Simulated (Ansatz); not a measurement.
Runs of Ansatz 0.2.0 on SbW2. Symmetry: Fm-3m, No. 225, cubic system. The conventional cell has a = 6.266 Å, b = 6.266 Å, c = 6.266 Å, α = 90.00°, β = 90.00°, γ = 90.00°. Around Sb (site symmetry m-3m) lie 8 W at 2.71 Å. W (site symmetry -43m) has 4 Sb at 2.71 Å as nearest neighbours. The cell was built by a generator and needn't be a form met in nature.

```tsv
level	cell	target pressure (GPa)	gap on the mesh (eV)	pressure (GPa)	relaxed volume (Å³/atom)
PBEsol	relaxed	-	none	0.0	(a)
LDA	relaxed	-	none	0.0	19.48
PBE	relaxed to 20 GPa	20	none	20.0	-
PBE	relaxed to 30 GPa	30	none	30.0	-
PBE	relaxed	-	none	0.0	20.50
RPBE	relaxed	-	none	0.0	20.82
```

Alike in all rows: task relaxation of cell and atoms; potentials or basis Ansatz PAW; no spin polarisation; k mesh 7 × 7 × 7; cutoff (eV) 420; smearing fermi-dirac 0.05 eV.

**Question.** Estimate the missing entries.

**Answer.** (a) 19.85.

Caveats: the plane-wave basis is chosen anew once the cell has moved, so the energies of steps on either side of that aren't comparable; the PAW data sets come from PBE, with cores solved anew for the run's functional, which leaves a small shift of forces and pressure (some runs).

A k mesh can miss the band edges, and the runs leave out spin-orbit coupling on Sb, W.

A gap of «none» marks a metal or a gap under the smearing width.
